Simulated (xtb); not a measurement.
# [C4H12AgO4]2− (SMILES C[O][Ag-2]([O]C)([O]C)[O]C) at GFN2-xTB

Aim: ionisation and attachment energies of [C4H12AgO4]2−. 

Program for the calculation: xtb 6.7.1 later snapshot.

7 further runs of the same task are left out: 7 set aside as unsound or not needed.

### 1 The structure to begin with

[C4H12AgO4]2− has 21 atoms, charge -2, and is taken as a doublet. As SMILES, `C[O][Ag-2]([O]C)([O]C)[O]C`. The shape was relaxed beforehand at GFN2-xTB. This is one conformer, not always the lowest.

Some bond lengths: Ag1–O2 2.244 Å, O2–C3 1.350 Å, Ag1–O7 2.243 Å, O7–C8 1.350 Å, Ag1–O12 2.244 Å, O12–C13 1.350 Å, Ag1–O17 2.243 Å, O17–C18 1.350 Å, C3–H4 1.101 Å, C3–H5 1.125 Å, C3–H6 1.124 Å, C8–H9 1.101 Å, C8–H10 1.124 Å, C8–H11 1.125 Å, C13–H14 1.125 Å, C13–H15 1.124 Å. Some angles: Ag1–O2–C3 122.0°, O2–Ag1–O7 92.6°, O2–Ag1–O12 155.1°, O2–Ag1–O17 92.7°, O7–Ag1–O12 92.7°, O7–Ag1–O17 155.2°, O12–Ag1–O17 92.7°, Ag1–O7–C8 122.0°, Ag1–O12–C13 122.0°, Ag1–O17–C18 122.0°.

### 2 Charged excitations at GFN2-xTB

Contents of start.xyz:

```xyz
21

Ag    -0.00031000    -0.00021100     0.00001700
O      1.82769900     0.62845700    -1.13933100
C      2.86806200    -0.20849000    -1.34069800
H      2.74116200    -1.19850800    -0.87501000
H      3.83106300     0.21364800    -0.94005200
H      3.05666600    -0.39043500    -2.43387000
O     -1.30296900     1.48102000    -1.06852900
C     -0.80831800     2.33238100    -1.99264100
H      0.26940100     2.20793500    -2.18264200
H     -0.95997700     3.40687600    -1.69922400
H     -1.32451200     2.22074900    -2.98618200
O     -1.36497300    -0.07389900     1.77961700
C     -2.51543500     0.63145100     1.82818400
H     -2.54657600     1.32476500     2.71383900
H     -3.41348700    -0.03503100     1.94216500
H     -2.69634800     1.25229000     0.93660800
O      0.83954500    -2.03573000     0.42886200
C      0.45575000    -2.75529300     1.50515200
H      1.31823000    -2.98136700     2.18975500
H      0.03820400    -3.75849800     1.21319800
H     -0.31288800    -2.26210000     2.12079400
```

Started as:

```sh
xtb start.xyz --acc 0.1 --chrg -2 -u 1 --gfn 2 --vipea > start.out 2> xtb.err
```

**Question.** What will come out? Wanted: total energy; dispersion energy; vertical ionisation energy; vertical electron affinity.

**Answer.** As computed:

Level: GFN2-xTB.

| quantity | value |
| --- | --- |
| total energy | -35.07528 Eh |
| dispersion energy | -42.33 kJ/mol |
| vertical ionisation energy (program's own) | -1.98 eV |
| vertical electron affinity (program's own) | -7.68 eV |
